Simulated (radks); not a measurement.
**Spin polarisation of the 4f shell in Tb**

One table from this session's results is given with a row withheld; the runs are named, their logs left out.

The numbers are computed with radks (a radial shooting solver on a logarithmic mesh, Libxc functionals) version 1 (non-relativistic Kohn-Sham, LDA (Slater exchange, Perdew-Wang correlation), spin-polarised, spherical densities, point nucleus), except any that are marked as measured or tabulated.

## Starting point

* element: terbium (Z = 65)
* charge: 0
* electrons: 65
* configuration: [Xe] 4f(up 4.5, down 4.5) 6s2

A shell typed twice in an input gives spin up, then spin down.

Set-up of the first run:

Input:

```text
Z 65
configuration [Xe] 4f4.5 4f4.5 6s2
relativity non-relativistic
functional lda,pw
spin polarised
nucleus point
```

Steps of the session up to this table: No moment.

One of the session's tables, all rows but one given; the rest of the session is left out.

It belongs to the step «No moment». Sizes of the orbitals, from the radial functions (bohr):

| level | <r> | outermost maximum (interpolated) | 90 % within | nodes |
| --- | --- | --- | --- | --- |
| 3d | 0.2177 | 0.178 | 0.338 | 0 |
| 4s | 0.5777 | 0.537 | 0.830 | 3 |
| 4p | 0.5909 | 0.542 | 0.859 | 2 |
| 4d | 0.6251 | 0.548 | 0.940 | 1 |
| 5s | ? | ? | ? | ? |
| 5p | 1.622 | 1.39 | 2.39 | 3 |
| 4f | 0.8539 | 0.544 | 1.48 | 0 |
| 6s | 4.375 | 3.71 | 6.47 | 5 |

**Question.** Estimate the row for 5s.

**Answer.** <r>: 1.426; outermost maximum (interpolated): 1.27; 90 % within: 2.06; nodes: 4. In the column «<r>» it lies between 4f (0.8539) and 5p (1.622).
